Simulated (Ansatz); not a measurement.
Input of an Ansatz 0.2.0 run:

Contents of input.yaml:

```yaml
crystal:
  lattice:
    - [6.9606365493, -2.0860307654, 0.0]
    - [6.9606365493, 2.0860307654, 0.0]
    - [-1.1393950188, 0.0, 7.2187191752]
  atoms:
    - { symbol: Te, position: [0.804741, 0.804741, 0.966337] }
    - { symbol: Te, position: [0.5738965, 0.5738965, 0.19191] }
    - { symbol: Te, position: [0.3091, 0.3091, 0.418561] }
    - { symbol: As, position: [0.066518, 0.066518, 0.685731] }
    - { symbol: Ga, position: [0.496856, 0.496856, 0.516933] }
    - { symbol: Ga, position: [0.2508765, 0.2508765, 0.73711] }
    - { symbol: Ga, position: [0.998012, 0.998012, 0.983419] }
kpoints:
  mp_grid: { grid: [7, 7, 4] }
  band_path:
    path:
      - [0.0, 0.0, 0.0]
      - [-0.5, -0.5, 1.0]
      - [0.2139371808, 0.2139371808, 1.3012891541]
      - [-0.5, -0.5, 0.5]
      - [-0.2661782054, -0.7338217946, 0.5]
    npoints: 10
scf:
  occupations: { method: fermi_dirac, width: 0.05 }
hamiltonian:
  xc: lda
  pseudopotentials: { kind: all_electron, lapw: { basis_error: 0.002 } }
output:
  forces: true
  stress: true
  eigenvalues: true
```

Potentials or basis: all-electron LAPW, scalar-relativistic.

Command:

```console
$ ansatz run input.yaml --threads 4 --pin off --max-ram 12288MiB --backend cpu --events-out ev --progress --plain --runs-dir out
```

Q: What does it give for the pressure?

A: -3.8 GPa.

Q: What does it give for the band gap along the path?

A: None (metal or under the smearing width).

Forces in eV/Å, atoms in the order of the input:
```
Te   0.099  0.000 -0.171
Te  -0.129  0.000 -0.070
Te   0.103  0.000  0.262
As  -0.055  0.000  0.032
Ga  -0.019  0.000 -0.047
Ga  -0.029  0.000 -0.024
Ga   0.030  0.000  0.017
```

Caveat: spin-orbit coupling is left out, which moves the levels of the heavy elements.
